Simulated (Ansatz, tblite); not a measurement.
**The cluster CuSi₄+: a ladder of methods and basis sets**

The task here is to estimate one member of a computed series from the others.

Method: as each input shows; program: Ansatz 0.2.0, Gaussian basis.

Plan: GFN1-xTB, GFN2-xTB, PBE-D4/def2-TZVP, r2SCAN-D4/def2-TZVP, r2SCANh-D4/def2-TZVP, BHLYP-D4/def2-TZVP, BLYP-D4/def2-TZVP, PBE-D4/def2-SVP, PBE0-D4/def2-SVP, CCSD(T)/def2-TZVPP, MP2/def2-TZVP.

4 further runs of the same task are left out: 1 that didn't finish, 3 set aside as unsound or not needed. Runs told in other sessions of the task aren't counted.

**The structure**

The geometry is that of the singlet, from an earlier relaxation (PBE-D4/def2-SVP). At that level it is the lowest of the isomers that a small search found.

5 atoms, charge 1, spin multiplicity 1.

Bond lengths: Cu1–Si2 2.340 Å, Cu1–Si4 2.267 Å, Si2–Si3 2.311 Å, Si3–Si4 2.367 Å, Si3–Si5 2.418 Å, Si4–Si5 2.327 Å. Angles: Si2–Cu1–Si4 64.7°, Cu1–Si2–Si3 115.5°, Si2–Si3–Si4 63.6°, Si2–Si3–Si5 121.8°, Si4–Si3–Si5 58.2°, Cu1–Si4–Si3 116.2°, Cu1–Si4–Si5 178.0°, Si3–Si4–Si5 62.0°, Si3–Si5–Si4 59.8°.

Geometry (Å):

```xyz
5
CuSi4
Cu   -1.4650   -0.8175    1.7093
Si   -0.6377   -1.6044   -0.3329
Si    0.7942   -0.1721   -1.4464
Si   -0.0595    0.5929    0.6251
Si    1.3680    2.0010   -0.5552
```

No spin-orbit coupling is included. The ion is computed in the gas phase, without counter-ions or solvent.

PBE0-D4/def2-TZVP was run before; its log isn't repeated, and its numbers join the tables.

Set-up of the first run:

Tight binding, by tblite at 300 K electronic temperature and without a spin-polarisation term:

```python
tblite.interface.Calculator('GFN1-xTB', numbers, positions, charge=1, uhf=0).singlepoint()
```

Tight binding, by tblite at 300 K electronic temperature and without a spin-polarisation term:

```python
tblite.interface.Calculator('GFN2-xTB', numbers, positions, charge=1, uhf=0).singlepoint()
```

start.molden holds the orbitals of an earlier run on this state, given as this run's starting guess.

Input file in.yaml:

```yaml
crystal:
  periodic: [false, false, false]
  atoms:
    - {symbol: Cu, position_ang: [-1.464972, -0.817502, 1.709301]}
    - {symbol: Si, position_ang: [-0.637674, -1.604357, -0.332925]}
    - {symbol: Si, position_ang: [0.794184, -0.172073, -1.446351]}
    - {symbol: Si, position_ang: [-0.059495, 0.592913, 0.625135]}
    - {symbol: Si, position_ang: [1.367957, 2.001019, -0.555150]}
basis:
  gaussian: {orbitals: def2-TZVP, initial_orbitals: start.molden}
total_charge: 1
hamiltonian: {xc: pbe, dispersion: d4}
scf: {omitted_lower_state_checks: [starts]}
output: {forces: true, orbitals: {seedname: orbitals}}
```

Started as:

```
ansatz run in.yaml --threads 4 --pin off --events-out ev --progress --plain --max-ram 4787MiB
```

Steps of the session up to this table: PBE-D4/def2-TZVP; r2SCAN-D4/def2-TZVP; r2SCANh-D4/def2-TZVP; BHLYP-D4/def2-TZVP; BLYP-D4/def2-TZVP; PBE-D4/def2-SVP; PBE0-D4/def2-SVP; CCSD(T)/def2-TZVPP; MP2/def2-TZVP.

One table of the session follows, with a row left open; its other results are not shown here.

| level | HOMO (eV) | LUMO (eV) | gap (eV) |
| --- | --- | --- | --- |
| PBE-D4/def2-SVP | -10.14 | -8.89 | 1.25 |
| PBE-D4/def2-TZVP | -10.10 | -8.86 | 1.24 |
| BLYP-D4/def2-TZVP | -9.92 | -8.62 | 1.29 |
| r2SCAN-D4/def2-TZVP | -10.23 | -8.84 | 1.39 |
| r2SCANh-D4/def2-TZVP | -10.55 | -8.57 | 1.97 |
| PBE0-D4/def2-SVP | -11.04 | -8.23 | 2.80 |
| PBE0-D4/def2-TZVP | ? | ? | ? |
| BHLYP-D4/def2-TZVP | -11.66 | -7.23 | 4.43 |

Q: Estimate the row for PBE0-D4/def2-TZVP from the others.

The run gave: HOMO (eV): -10.96; LUMO (eV): -8.17; gap (eV): 2.79. In the column «HOMO (eV)» it lies between PBE0-D4/def2-SVP (-11.04) and r2SCANh-D4/def2-TZVP (-10.55).
